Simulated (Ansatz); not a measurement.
# Nd4S: the cost of one run

Computed with Ansatz 0.2.0 (DFT PBE, scalar-relativistic, plane waves, PAW; 4f electrons in the core of a trivalent norm-conserving potential, unless a step's input says otherwise).

## 1. Starting point

The structure is cubic, space group P-43m (No. 215). Conventional cell: a = 5.524 Å, b = 5.524 Å, c = 5.524 Å, α = 90.00°, β = 90.00°, γ = 90.00°. Nd (site symmetry 3m) is surrounded by 1 S at 2.33 Å. Around S (site symmetry -43m) lie 4 Nd at 2.33 Å.

As a file:

```cif
data_structure
_symmetry_space_group_name_H-M 'P 1'
_symmetry_Int_Tables_number 1
_cell_length_a 5.5240
_cell_length_b 5.5240
_cell_length_c 5.5240
_cell_angle_alpha 90.000
_cell_angle_beta 90.000
_cell_angle_gamma 90.000
_cell_volume 168.56
loop_
_atom_site_label
_atom_site_type_symbol
_atom_site_fract_x
_atom_site_fract_y
_atom_site_fract_z
_atom_site_occupancy
Nd1 Nd 0.24378 0.75622 0.75622 1
Nd2 Nd 0.75622 0.24378 0.75622 1
Nd3 Nd 0.75622 0.75622 0.24378 1
Nd4 Nd 0.24378 0.24378 0.24378 1
S1 S 0.00000 0.00000 0.00000 1
```

A structure generator made this guess: species swapped into a database cell of SnI4 (P-43m, No. 215), with S on the Sn sites and Nd on the I sites. The dimensions are guesses.

## 2. A first look at the guess

Input file input.yaml:

```yaml
crystal:
  lattice:
    - [5.52399197, 0.0, 0.0]
    - [0.0, 5.52399197, 0.0]
    - [0.0, 0.0, 5.52399197]
  atoms:
    - { symbol: Nd, position: [0.24378108, 0.75621892, 0.75621892] }
    - { symbol: Nd, position: [0.75621892, 0.24378108, 0.75621892] }
    - { symbol: Nd, position: [0.75621892, 0.75621892, 0.24378108] }
    - { symbol: Nd, position: [0.24378108, 0.24378108, 0.24378108] }
    - { symbol: S, position: [0.0, 0.0, 0.0] }
basis:
  ecutwfc: 660
kpoints:
  mp_grid: { grid: [4, 4, 4] }
hamiltonian:
  xc: pbe
  pseudopotentials:
    kind: paw
    azcp: { Nd: "pseudopotentials/pbe/nc/lanthanide_3plus/Nd.nc.azcp" }
scf:
  occupations: { method: gaussian, width: 0.1 }
  lower_state_search: "off"
output:
  forces: true
  stress: true
  eigenvalues: true
```

On the command line:

```
ansatz run input.yaml --threads 1 --pin off --max-ram 2560MiB --backend cpu --events-out ev --progress --plain --runs-dir out
```

**Question.** How long does this run take on 1 thread of Arm Neoverse V1, shared host, and how much memory does it need?

About 6.5 s, with a peak of 0.38 GiB.
